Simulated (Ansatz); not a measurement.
## HTe (charge +1): a ladder of basis sets, step by step

Program: Ansatz's Python interface.

Run as a notebook:

**Cell 1**
```python
import ansatz as az
```

**Cell 2**
```python
GEOMETRY = """
Te    0.00000    0.00000    0.00000
H     0.00000    0.00000    1.74000
"""
```

**Cell 3**
```python
hte = az.Crystal.molecule()
for line in GEOMETRY.strip().splitlines():
    symbol, *xyz = line.split()
    hte = hte.atom(symbol, [float(v) for v in xyz])
```

**Cell 4**
```python
calculation = hte.calculation()
calculation = calculation.functional("b3lyp")
calculation = calculation.charge(1)
calculation = calculation.spin("collinear", total=2).accuracy("medium")
```

**Cell 5**
```python
energies = {}
for basis in ["def2-SVP", "def2-SVPD", "def2-TZVP", "def2-TZVPP"]:
    summary = calculation.basis(gaussian=basis).run(threads=1).report
    size = summary["n_frozen"] + summary["n_occupied"][0] + summary["n_virtual"][0]
    energies[basis] = (summary["reference_energy_ev"] / 27.211386246, summary["free_energy_ev"] / 27.211386246)
    print(f"{basis:14s} {size:4d} orbitals  reference {energies[basis][0]:14.6f} Ha  total {energies[basis][1]:14.6f} Ha")
```
Output:
```text
def2-SVP         31 orbitals  reference    -268.345836 Ha  total    -268.345836 Ha
def2-SVPD        43 orbitals  reference    -268.346623 Ha  total    -268.346623 Ha
def2-TZVP        56 orbitals  reference    -268.356069 Ha  total    -268.356069 Ha
def2-TZVPP       64 orbitals  reference    -268.356297 Ha  total    -268.356297 Ha
```

**Cell 6**
```python
last = energies["def2-TZVPP"][1]
for basis, (_, total) in energies.items():
    print(f"{basis:14s} lies {27.211386 * (total - last):9.4f} eV above def2-TZVPP")
```
Output:
```text
def2-SVP       lies    0.2846 eV above def2-TZVPP
def2-SVPD      lies    0.2632 eV above def2-TZVPP
def2-TZVP      lies    0.0062 eV above def2-TZVPP
def2-TZVPP     lies    0.0000 eV above def2-TZVPP
```

Against def2-SVP: def2-SVPD -0.8 mHa, def2-TZVP -10.2 mHa and def2-TZVPP -10.5 mHa. The last step alone is -0.23 mHa (these two sets differ little on atoms other than hydrogen). From the first set to the last the time grows from 0.9 to 1.0 s.

What to keep in mind:
- The settings weren't tested for convergence.
- The geometry is a force-field or estimated start, not a minimum of this method, and the last set is no limit. Much of the fall in a total is atomic energy, which cancels in bond and reaction energies.
- def2 sets replace the cores of elements past krypton by effective core potentials.
- The run takes the species as open-shell (spin multiplicity 3), which needn't be its ground state.
- b3lyp holds the VWN-RPA fit, as in Gaussian; the form of ORCA and Turbomole is b3lyp5.
- The spin state was assumed, and another may lie lower.
- Wall time of the script: 4.4 s on 1 thread of Arm Neoverse V1, on a shared host, peak memory 0.17 GiB.
